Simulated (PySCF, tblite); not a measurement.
# C5H7BFN: geometry, infrared bands and NMR shifts

Wanted: the infrared bands and NMR shifts of C5H7BFN (`CC#CCC#[N+][BH2-]F`), by calculation.

The runs use tblite 0.8.0 and PySCF 2.14.0, with density-fitted response routines of our own; the level of theory stands in each step. All values are computed, except where a source is named. Atoms are numbered from 0 throughout.

### 1 The molecule as given

15 atoms, charge 0, multiplicity 1; geometry from: force field or distance geometry start.

Bonds of the start (Å): C0–C1 1.46, C1–C2 1.23, C2–C3 1.46, C3–C4 1.45, C4–N5 1.16, N5–B6 1.49, B6–F7 1.47, C0–H8 1.12, C0–H9 1.10, C0–H10 1.12, C3–H11 1.11, C3–H12 1.14, B6–H13 1.19, B6–H14 1.19.

### 2 Optimising the geometry with GFN2-xTB

What the job is given:

```
{"job": {"kind": "relax", "xc": "GFN2-xTB", "basis": "xTB"}, "charge": 0, "multiplicity": 1}
C     -3.406000    -0.746900    -0.548100
C     -2.202000     0.006000    -0.188200
C     -1.188800     0.633900     0.127000
C     -0.012100     1.424500     0.476800
C      1.170300     0.647400     0.177000
N      2.128900     0.047700    -0.086300
B      3.376100    -0.695100    -0.408000
F      4.273400    -0.699800     0.751200
H     -4.317900    -0.117300    -0.369600
H     -3.344000    -1.053300    -1.607100
H     -3.552900    -1.621500     0.128400
H      0.046600     2.370700    -0.091000
H     -0.053400     1.733300     1.570800
H      3.965700    -0.107400    -1.259400
H      3.111700    -1.814300    -0.706700
```

The run is started by

```bash
$ OMP_NUM_THREADS=1 python probes_run.py task.json out
```

One launch serves the whole session: the jobs run in the order shown.

**Question.** This job is followed by: GFN2-xTB harmonic vibrations, gas phase; GIAO PBE0/pcSseg-1 NMR shielding, non-relativistic, gas phase. Predict these results of the whole session: strongest single infrared mode (GFN2-xTB); zero-point energy (GFN2-xTB); ¹³C shifts against TMS (PBE0/pcSseg-1); ¹H shifts against TMS (PBE0/pcSseg-1, means over atoms taken as alike); ¹⁵N shifts against NH3 (PBE0/pcSseg-1); ¹¹B shifts against BF3·OEt2 (PBE0/pcSseg-1); ¹⁹F shifts against CFCl3 (PBE0/pcSseg-1); surface potential, 1st and 99th percentile.

The runs gave:

```
                                                              quantity                             value
                             strongest single infrared mode (GFN2-xTB)             1048 cm⁻¹, 242 km/mol
                                          zero-point energy (GFN2-xTB)                     66.5 kcal/mol
                                ¹³C shifts against TMS (PBE0/pcSseg-1)  125.5, 92.3, 68.3, 10.3, 4.3 ppm
¹H shifts against TMS (PBE0/pcSseg-1, means over atoms taken as alike)              3.79, 3.36, 2.11 ppm
                                ¹⁵N shifts against NH3 (PBE0/pcSseg-1)                         237.5 ppm
                           ¹¹B shifts against BF3·OEt2 (PBE0/pcSseg-1)                         -12.2 ppm
                              ¹⁹F shifts against CFCl3 (PBE0/pcSseg-1)                        -254.2 ppm
                                 surface potential, 1st and 99th percentile                -2.17 V and 2.00 V
```

**Reading.** Over 53 steps the energy fell by 0.302 eV; of the close pairs, B6–F7 changed most, 1.466 to 1.394 Å. The lowest mode is slightly imaginary (8i cm⁻¹), a soft motion within the noise of the Hessian, so the minimum is not strictly shown. The strongest single mode, at 1048 cm⁻¹, is spread over many atoms; the largest shares are those of H14, H13. GFN2-xTB is a fitted tight-binding method: band positions and strengths are rough. Its intensities can rank the bands wrongly. At PBE0/pcSseg-1: Shielding is most anisotropic at N5 (span 449 ppm, paramagnetic term -303 ppm). At PBE0/pcSseg-1, counted by nearest atom on the grid, the HOMO lies on H13, H14 about 28 % each; F7 25 %, the LUMO on C4 37 %; N5 28 %.
